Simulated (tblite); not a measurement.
# CH12N2Si4: the cost of one run

The runs use tblite 0.8.0 and PySCF 2.14.0, with density-fitted response routines of our own; the level of theory stands in each step. All values are computed, except where a source is named. Atoms count from 0, in the outputs and in this text.

**1. Starting geometry**

19 atoms, charge 0, multiplicity 1; geometry from: force field or distance geometry start.

Bonds of the start (Å): C0–Si1 1.83, Si1–N2 1.72, Si1–Si3 2.30, Si3–Si4 2.30, Si4–Si5 2.28, Si5–N6 1.69, Si5–Si1 2.32, C0–H7 1.09, C0–H8 1.09, C0–H9 1.10, N2–H10 1.02, N2–H11 1.02, Si3–H12 1.50, Si3–H13 1.48, Si4–H14 1.49, Si4–H15 1.49, Si5–H16 1.49, N6–H17 1.02, N6–H18 1.02.

**2. Optimising the geometry with GFN2-xTB**

Job settings and geometry (Å):

```
{"job": {"kind": "relax", "xc": "GFN2-xTB", "basis": "xTB"}, "charge": 0, "multiplicity": 1}
C      1.122700    -1.166800    -1.365800
Si     0.911100    -0.199500     0.174900
N      1.962300    -0.743400     1.421300
Si     0.792000     2.065500    -0.184000
Si    -1.446000     1.747800    -0.589200
Si    -1.319400    -0.050700     0.802400
N     -2.227500    -1.425600     0.443600
H      0.433600    -0.833200    -2.148500
H      2.134500    -1.073100    -1.762900
H      0.926400    -2.232000    -1.194900
H      1.800500    -1.723600     1.644200
H      1.814800    -0.229500     2.290900
H      1.033700     2.835600     1.082100
H      1.584900     2.538100    -1.346300
H     -1.699900     1.355300    -2.007700
H     -2.323200     2.863300    -0.121400
H     -1.433200     0.260300     2.252800
H     -2.057800    -1.789100    -0.491800
H     -2.019200    -2.190000     1.092800
```

Command:

```console
$ OMP_NUM_THREADS=1 python probes_run.py task.json out
```

The driver reads the jobs from task.json and runs them one after another.

Q: Estimate the wall time and peak memory of this first job on 1 thread of Intel Xeon at 2.70GHz, shared host.

About 2.2 s, with a peak of 0.18 GiB.
